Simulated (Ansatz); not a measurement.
**quartet SiH2SeCl: levels of theory compared**

We compute a comparison of 6 runs (UHF/STO-3G, U-revPBE/cc-pVDZ, U-wB97M-V/cc-pVDZ, UPBE0/cc-pVDZ, UCCSD/cc-pVDZ, UCCSD(T)/cc-pVDZ) of quartet SiH2SeCl. 

Program for the calculation: Ansatz 0.2.0.

69 further runs of the same task are left out: 69 set aside as unsound or not needed. Runs told in other sessions of the task aren't counted.

## 1. The structure to begin with

SiH2SeCl has 5 atoms, charge 0, and is taken as a quartet. As SMILES of the parent species, `Cl[SiH][SeH]`. The coordinates come from a PBE0-D4/def2-TZVP relaxation. This is one conformer, not always the lowest. That shape belongs to the parent species and isn't relaxed for this state.

Bond lengths: Cl1–Si2 2.061 Å, Si2–Se3 2.266 Å, Si2–H4 1.489 Å, Se3–H5 1.469 Å. Angles: Cl1–Si2–Se3 113.7°, Cl1–Si2–H4 107.9°, Se3–Si2–H4 104.8°, Si2–Se3–H5 93.1°.

## 2. A single-point energy at UHF/STO-3G (run 1)

molecule.yaml reads:

```yaml
crystal:
  periodic: [false, false, false]
  atoms:
    - symbol: Cl
      position_ang: [-2.098500, -0.286100, 0.143900]
    - symbol: Si
      position_ang: [-0.121800, -0.761200, -0.193900]
    - symbol: Se
      position_ang: [1.300800, 0.972900, 0.128200]
    - symbol: H
      position_ang: [0.283800, -1.778100, 0.815900]
    - symbol: H
      position_ang: [0.685700, 1.778800, -0.935500]
basis:
  gaussian: {orbitals: STO-3G}
magnetization: {spin_polarized: true, initial_magnetization: 3}
hamiltonian: {xc: hf}
accuracy: high
output: {orbitals: {seedname: orbitals}}
```

Run with:

```
ansatz run molecule.yaml --threads 1 --pin off --max-ram 2610MiB --events-out events.jsonl --progress --plain --runs-dir runs
```

The log of the run:

```text
Warning: RAYON_NUM_THREADS=1 ignored (pool sized by the plan → 1); use --threads N
Functional definition: HF
  name "HF"
  exchange = exact_x
  correlation = 0
614 factors; integrals over basis functions are off by at most 1.5e-8 eV
mean field evaluation 1: about -84753.3345 eV, gradient 8.2e0 eV
mean field evaluation 2: about -84753.4390 eV, gradient 8.2e0 eV
mean field evaluation 4: about -84754.6688 eV, gradient 1.6e0 eV
mean field evaluation 8: about -84754.9027 eV, gradient 1.4e-1 eV
mean field evaluation 16: about -84754.9034 eV, gradient 1.6e-8 eV
mean field -84754.90344648 eV, -3114.6852527213 hartree, gradient 1.6e-8 eV, S^2 3.760999; 1 other end points of the search recorded, 0 dependent functions left out
reference -84754.90344648 eV, -3114.6852527213 hartree; 35, 32 occupied and 3, 6 virtual orbitals, 614 factors
Total energy: -84754.90344648 eV, -3114.6852527213 hartree
```

Run time: 0.5 s. Hardware: 1 thread of Intel Xeon 6975P-C (Granite Rapids), shared host; peak memory 0.12 GiB.

## 3. The energy at U-revPBE/cc-pVDZ (run 2)

input.yaml reads:

```yaml
crystal:
  periodic: [false, false, false]
  atoms:
    - {symbol: Cl, position_ang: [-2.098500, -0.286100, 0.143900]}
    - {symbol: Si, position_ang: [-0.121800, -0.761200, -0.193900]}
    - {symbol: Se, position_ang: [1.300800, 0.972900, 0.128200]}
    - {symbol: H, position_ang: [0.283800, -1.778100, 0.815900]}
    - {symbol: H, position_ang: [0.685700, 1.778800, -0.935500]}
basis:
  gaussian: {orbitals: cc-pVDZ}
magnetization: {spin_polarized: true, initial_magnetization: 3}
hamiltonian: {xc: {name: revPBE}}
accuracy: high
output: {orbitals: {seedname: orbitals}}
```

Run with:

```
ansatz run input.yaml --threads 1 --pin off --max-ram 2610MiB --events-out events.jsonl --progress --plain --runs-dir runs
```

The log of the run:

```text
Warning: RAYON_NUM_THREADS=1 ignored (pool sized by the plan → 1); use --threads N
Functional definition: revPBE
  name "revPBE"
  parameter kappa = 1.245
  parameter beta = 0.06672455060314922
  exchange = pbe_x(kappa = kappa, mu = beta*pi^2/3)
  correlation = pbe_c(beta = beta)
1587 factors; integrals over basis functions are off by at most 4.6e-9 eV
mean field evaluation 1: about -85766.6932 eV, gradient 1.2e1 eV
mean field evaluation 2: about -85753.9004 eV, gradient 3.6e1 eV
mean field evaluation 4: about -85767.8238 eV, gradient 3.8e0 eV
mean field evaluation 8: about -85767.9715 eV, gradient 3.1e-1 eV
mean field evaluation 16: about -85767.9659 eV, gradient 1.2e-4 eV
mean field evaluation 32: about -85764.7107 eV, gradient 1.3e1 eV
mean field evaluation 64: about -85767.3082 eV, gradient 6.2e0 eV
mean field -85767.96592541 eV, -3151.9146121435 hartree, gradient 4.9e-8 eV, S^2 3.754016; 6 other end points of the search recorded, 0 dependent functions left out
reference -85767.96592915 eV, -3151.9146122808 hartree; 35, 32 occupied and 38, 41 virtual orbitals, 1587 factors
Total energy: -85767.96592915 eV, -3151.9146122808 hartree
```

It took 8.1 s on 1 thread of Intel Xeon 6975P-C (Granite Rapids), shared host; peak memory 0.26 GiB.

Run 3 isn't shown in full; the table further down has it.

## 4. A single-point energy at UPBE0/cc-pVDZ (run 4)

run.yaml reads:

```yaml
crystal:
  periodic: [false, false, false]
  atoms:
    - {symbol: Cl, position_ang: [-2.098500, -0.286100, 0.143900]}
    - {symbol: Si, position_ang: [-0.121800, -0.761200, -0.193900]}
    - {symbol: Se, position_ang: [1.300800, 0.972900, 0.128200]}
    - {symbol: H, position_ang: [0.283800, -1.778100, 0.815900]}
    - {symbol: H, position_ang: [0.685700, 1.778800, -0.935500]}
basis:
  gaussian:
    orbitals: cc-pVDZ
magnetization:
  spin_polarized: true
  initial_magnetization: 3
hamiltonian:
  xc: pbe0
accuracy: high
output: {orbitals: {seedname: orbitals}}
```

Run with:

```
ansatz run run.yaml --threads 1 --pin off --max-ram 2610MiB --events-out events.jsonl --progress --plain --runs-dir runs
```

The log of the run:

```text
Warning: RAYON_NUM_THREADS=1 ignored (pool sized by the plan → 1); use --threads N
Functional definition: PBE0
  name "PBE0"
  parameter a = 0.25
  parameter kappa = 0.804
[... 1 set-up line as earlier in the session ...]
  exchange = (1 - a)*pbe_x(kappa = kappa, mu = beta*pi^2/3) + a*exact_x
[... 1 set-up line as earlier in the session ...]
1587 factors; integrals over basis functions are off by at most 4.6e-9 eV
mean field evaluation 1: about -85760.7575 eV, gradient 1.1e1 eV
mean field evaluation 2: about -85756.6770 eV, gradient 2.5e1 eV
mean field evaluation 4: about -85761.8435 eV, gradient 1.4e0 eV
mean field evaluation 8: about -85762.0171 eV, gradient 3.4e-1 eV
mean field evaluation 16: about -85762.0232 eV, gradient 1.3e-2 eV
mean field evaluation 32: about -85762.0232 eV, gradient 3.3e-6 eV
mean field -85762.02324438 eV, -3151.6962226437 hartree, gradient 7.6e-8 eV, S^2 3.756229; 4 other end points of the search recorded, 0 dependent functions left out
reference -85762.02324661 eV, -3151.6962227258 hartree; 35, 32 occupied and 38, 41 virtual orbitals, 1587 factors
Total energy: -85762.02324661 eV, -3151.6962227258 hartree
```

It took 12 s on 1 thread of Intel Xeon 6975P-C (Granite Rapids), shared host; peak memory 0.39 GiB.

Run 5 isn't shown in full; the table further down has it.

## 5. A single-point energy at UCCSD(T)/cc-pVDZ (run 6)

molecule.yaml reads:

```yaml
crystal:
  periodic: [false, false, false]
  atoms:
    - {symbol: Cl, position_ang: [-2.098500, -0.286100, 0.143900]}
    - {symbol: Si, position_ang: [-0.121800, -0.761200, -0.193900]}
    - {symbol: Se, position_ang: [1.300800, 0.972900, 0.128200]}
    - {symbol: H, position_ang: [0.283800, -1.778100, 0.815900]}
    - {symbol: H, position_ang: [0.685700, 1.778800, -0.935500]}
basis:
  gaussian:
    orbitals: cc-pVDZ
magnetization:
  spin_polarized: true
  initial_magnetization: 3
correlation:
  method: ccsd_t
  frozen_orbitals: {Cl: 5, H: 0, Se: 9, Si: 5}
accuracy: high
scf:
  omitted_lower_state_checks: [cluster_reference, increment]
```

Run with:

```
ansatz run molecule.yaml --threads 1 --pin off --max-ram 2610MiB --events-out events.jsonl --progress --plain --runs-dir runs
```

The log of the run:

```text
Warning: RAYON_NUM_THREADS=1 ignored (pool sized by the plan → 1); use --threads N
[... 13 lines left out ...]
19 core orbitals not correlated: weight in the atoms' cores, before any rotation towards them, 1.000 or more for the frozen orbitals, at most 0.000 for the correlated occupied ones
[... 45 lines left out ...]
Total energy: -85706.08202046 eV, -3149.6404205831 hartree
Checks for a lower state left out: cluster_reference, increment
```

Wall time 21 s (1 thread of Intel Xeon 6975P-C (Granite Rapids), shared host); peak memory 0.49 GiB.

## 6. All runs side by side

| run | level | frozen core orbitals | energy (Eh) | HOMO energy (eV) | ⟨S²⟩ | wall time |
| --- | --- | --- | --- | --- | --- | --- |
| 1 | UHF/STO-3G | – | -3114.685253 | -0.47 | 3.761 | 0.5 s |
| 2 | U-revPBE/cc-pVDZ | – | -3151.914612 | -1.52 | 3.754 | 8.1 s |
| 3 | U-wB97M-V/cc-pVDZ | – | -3152.058150 | -3.95 | 3.755 | 93 s |
| 4 | UPBE0/cc-pVDZ | – | -3151.696223 | -2.37 | 3.756 | 12 s |
| 5 | UCCSD/cc-pVDZ | 19 | -3149.630497 | – | 3.769 | 19 s |
| 6 | UCCSD(T)/cc-pVDZ | 19 | -3149.640421 | – | 3.769 | 21 s |

## 7. Summary of results

| quantity | value |
| --- | --- |
| run 6: total energy | -3149.64042 Eh |
| run 6: correlation energy (19 core orbitals frozen) | -378.9 mEh |
| run 6: (T) correction | -9.92 mEh |
| run 6: ⟨S²⟩ of the reference determinant | 3.769 |
| run 6: T1 diagnostic | 0.028 |

What this shows: Totals of different functionals can't be ranked against each other. In run 1 the basis is minimal, so the values are rough. All runs together took 2.6 min, the longest 93 s.
